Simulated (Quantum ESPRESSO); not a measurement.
Here is a Quantum ESPRESSO 7.5 calculation.

The input pw.in:

```
&CONTROL
  calculation = 'vc-relax'
  prefix = 'pwscf'
  outdir = './tmp'
  pseudo_dir = './pseudo'
  tprnfor = .true.
  tstress = .true.
  disk_io = 'low'
  nstep = 40
  forc_conv_thr = 0.0004
  etot_conv_thr = 1d-05
/
&SYSTEM
  ibrav = 0
  nat = 1
  ntyp = 1
  ecutwfc = 56
  ecutrho = 448
  nbnd = 16
  occupations = 'smearing'
  smearing = 'mp'
  degauss = 0.00734986
/
&ELECTRONS
  conv_thr = 2d-10
  electron_maxstep = 120
  mixing_beta = 0.5
/
&IONS
  ion_dynamics = 'bfgs'
/
&CELL
  cell_dynamics = 'bfgs'
  press = 0
  press_conv_thr = 0.3
/
ATOMIC_SPECIES
Cu    63.5460 cu_pbesol_v1.2.uspp.F.UPF
CELL_PARAMETERS angstrom
   0.0000000000    1.8075000000    1.8075000000
   1.8075000000    0.0000000000    1.8075000000
   1.8075000000    1.8075000000    0.0000000000
ATOMIC_POSITIONS crystal
Cu     0.0000000000    0.0000000000    0.0000000000
K_POINTS automatic
16 16 16 0 0 0
```

Potentials or basis: GBRV 1.5 PBEsol.

The run is started by

```sh
$ OMP_NUM_THREADS=1 mpirun -n 4 pw.x -nk 4 -in pw.in > pw.out
```

Problem. What does it give for the relaxed volume?

Solution. 11.34 Å³/atom.

Problem. What does it give for the band gap on the k mesh?

Solution. None (metal or under the smearing width).

Problem. Estimate the relaxed cell.

Solution. a = 2.522 Å, b = 2.522 Å, c = 2.522 Å, α = 60.00°, β = 60.00°, γ = 60.00°.

Problem. What does it give for the space group after relaxing (to 0.05 Å)?

Solution. Fm-3m (No. 225).

The path:
```
step  energy change (eV)  largest force (eV/Å)  pressure (GPa)  volume (Å³)
   1              0.0000                0.0000           -6.50        11.81
   2             -0.0094                0.0000           -1.25        11.42
   3             -0.0097                0.0000            0.10        11.34
   4             -0.0097                0.0000            0.01        11.34
```
